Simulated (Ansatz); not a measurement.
GaGe:

```xyz
2
Lattice="0.0000 2.8978 2.8978 2.8978 0.0000 2.8978 2.8978 2.8978 0.0000" Properties=species:S:1:pos:R:3 pbc="T T T"
Ge    0.0000    0.0000    0.0000
Ga    1.4489    1.4489    1.4489
```

The cell comes from a database or a generator and needn't be the stable form of this composition.

```yaml
Program: Ansatz 0.2.0
Task: relaxation of cell and atoms
Functional: PBEsol0
Potentials_or_basis: Ansatz PAW
Cutoff: "420 eV (not typed: the program's choice for these potentials)"
k_mesh: 4 × 4 × 4
Occupations: fermi-dirac, width 0.05 eV
Spin: no spin polarisation
```

At the start: volume 24.33 Å³/atom.

Question: How do energy, volume and symmetry change on relaxing?

Answer: It ends after 5 steps and the volume is 22.71 Å³/atom (-6.7 %); space group F-43m (No. 216, to 0.05 Å).

Step by step:
```csv
step,energy change (eV),largest force (eV/Å),volume (Å³)
1,0.0000,0.0000,48.67
2,-0.0412,0.0000,45.92
3,-0.0425,0.0000,45.36
4,-0.0425,0.0000,45.43
5,-0.0413,0.0000,45.43
```

Final structure:
```xyz
2
Lattice="0.0000 2.8320 2.8320 2.8320 0.0000 2.8320 2.8320 2.8320 0.0000" Properties=species:S:1:pos:R:3 pbc="T T T"
Ge    0.0000    0.0000    0.0000
Ga    1.4160    1.4160    1.4160
```

Caveat: the k mesh is coarse (spacing up to 0.47 Å⁻¹), so the values aren't converged, least of all with exact exchange; the plane-wave basis is chosen anew once the cell has moved, so the energies of steps on either side of that aren't comparable; the PAW data sets come from PBE, with cores solved anew for the run's functional, which leaves a small shift of forces and pressure.
